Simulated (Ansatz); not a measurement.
# CH₄AlNO: a ladder of functionals and wavefunction methods

Aim: compute CH₄AlNO with functionals from several rungs and with coupled cluster, and see how far each lands from CCSD(T) at the basis-set limit for the atomisation energy.

Method: functionals in def2-TZVPP, the program's frozen cores in correlated methods; program: Ansatz 0.2.0, Gaussian basis.

Plan: LDA (SPW92), PBE-D4, revPBE-D4, BLYP-D4, r2SCAN-D4, B97M-V, PBE0-D4, B3LYP-D4, r2SCANh-D4, r2SCAN0-D4, HSE06-D4, BHLYP-D4, CAM-B3LYP-D4, LC-ωPBE, ωB97X-V, ωB97M-V, B2PLYP, PBE-QIDH; CCSD(T)/def2-SVP; CCSD(T)/def2-TZVPP; MP2/def2-QZVPP; extrapolation to the limit; RPA on PBE.

## 1. The geometry

The geometry comes from an earlier relaxation with PBE0-D4 in a triple-zeta def2 set; it is a stationary point, not always the lowest conformer.

SMILES `C1[NH][AlH][O]1`, 8 atoms, charge 0, spin multiplicity 1.

Atoms are counted from 1 here; the program's logs count them from 0.

Bond lengths: C1–N2 1.466 Å, C1–O4 1.423 Å, C1–H5 1.099 Å, C1–H6 1.099 Å, N2–Al3 1.758 Å, N2–H7 1.002 Å, Al3–O4 1.733 Å, Al3–H8 1.569 Å. Angles: N2–C1–O4 102.5°, N2–C1–H5 112.7°, N2–C1–H6 112.7°, O4–C1–H5 109.9°, O4–C1–H6 109.9°, H5–C1–H6 109.0°, C1–N2–Al3 87.4°, C1–N2–H7 120.2°, Al3–N2–H7 152.4°, N2–Al3–O4 80.4°, N2–Al3–H8 143.4°, O4–Al3–H8 136.2°, C1–O4–Al3 89.8°.

## 2. LDA

This LDA is Slater exchange with PW92 correlation.

Input file in.yaml:

```yaml
crystal:
  periodic: [false, false, false]
  atoms:
    - {symbol: C, position_ang: [-0.253969, 0.761980, -0.439952]}
    - {symbol: N, position_ang: [0.576944, 0.253104, 0.654729]}
    - {symbol: Al, position_ang: [0.036111, -1.359538, 0.209129]}
    - {symbol: O, position_ang: [-0.820466, -0.429100, -0.975042]}
    - {symbol: H, position_ang: [0.332351, 1.276854, -1.213471]}
    - {symbol: H, position_ang: [-1.052465, 1.431036, -0.090695]}
    - {symbol: H, position_ang: [1.107674, 0.887025, 1.221459]}
    - {symbol: H, position_ang: [0.166020, -2.878562, 0.578043]}
basis:
  gaussian: {orbitals: def2-TZVPP}
hamiltonian: {xc: lda}
output: {orbitals: {seedname: orbitals}}
```

After this run come: PBE-D4 (GGA); revPBE-D4 (GGA); BLYP-D4 (GGA); r2SCAN-D4 (meta-GGA); B97M-V (meta-GGA); PBE0-D4 (hybrid); B3LYP-D4 (hybrid); r2SCANh-D4 (hybrid); r2SCAN0-D4 (hybrid); HSE06-D4 (hybrid); BHLYP-D4 (hybrid); CAM-B3LYP-D4 (range-separated); LC-ωPBE (range-separated); ωB97X-V (range-separated); ωB97M-V (range-separated); B2PLYP (double hybrid); PBE-QIDH (double hybrid); CCSD(T) in def2-SVP; CCSD(T) in def2-TZVPP; MP2 in def2-QZVPP; RPA on PBE orbitals.

Before running them: what should the planned runs give, taken together? Wanted: atomisation energy, CCSD(T)/CBS; farthest beyond LDA; mean size of error, GGA; mean size of error, meta-GGA; mean size of error, hybrid; mean size of error, range-separated; mean size of error, double hybrid; gap, smallest and largest; T1 diagnostic.

**Answer**, as computed:

| quantity | value |
| --- | --- |
| atomisation energy, CCSD(T)/CBS | 30.297 eV |
| functionals within 0.151 eV (0.5 %) | BLYP-D4, r2SCAN-D4, B97M-V, PBE0-D4, B3LYP-D4, HSE06-D4, CAM-B3LYP-D4, LC-ωPBE, ωB97X-V, ωB97M-V |
| farthest beyond LDA | BHLYP-D4 (-1.266 eV) |
| mean size of error, GGA | 0.305 eV |
| mean size of error, meta-GGA | 0.043 eV |
| mean size of error, hybrid | 0.433 eV |
| mean size of error, range-separated | 0.086 eV |
| mean size of error, double hybrid | 0.375 eV |
| gap, smallest and largest | 4.36 eV (LDA (SPW92)), 11.20 eV (LC-ωPBE) |
| T1 diagnostic | 0.0140 |
| triples share of the correlation energy | 3.9 % |

What this shows: The LDA atomisation energy is off by 4.810 eV (16 %): it overbinds. PBE-D4 is off by +0.661 eV. Double hybrids carry the basis error of their MP2 part in triple zeta, and no dispersion term here, so their miss is partly the set-up's. The rungs meta-GGA, range-separated miss on average by less than the doubt on the reference (0.151 eV), so they tie. Misses under about 0.151 eV are within the doubt on the reference itself, which lacks core-valence correlation, relativity and higher excitations. Hartree-Fock recovers 68 % of the binding; the rest is correlation. CCSD(T) in def2-SVP is off by -2.129 eV, more than most functionals: a good method in a small basis is no reference. The gap grows from 4.4 to 11.2 eV across the functionals, mostly with the share of exact exchange.
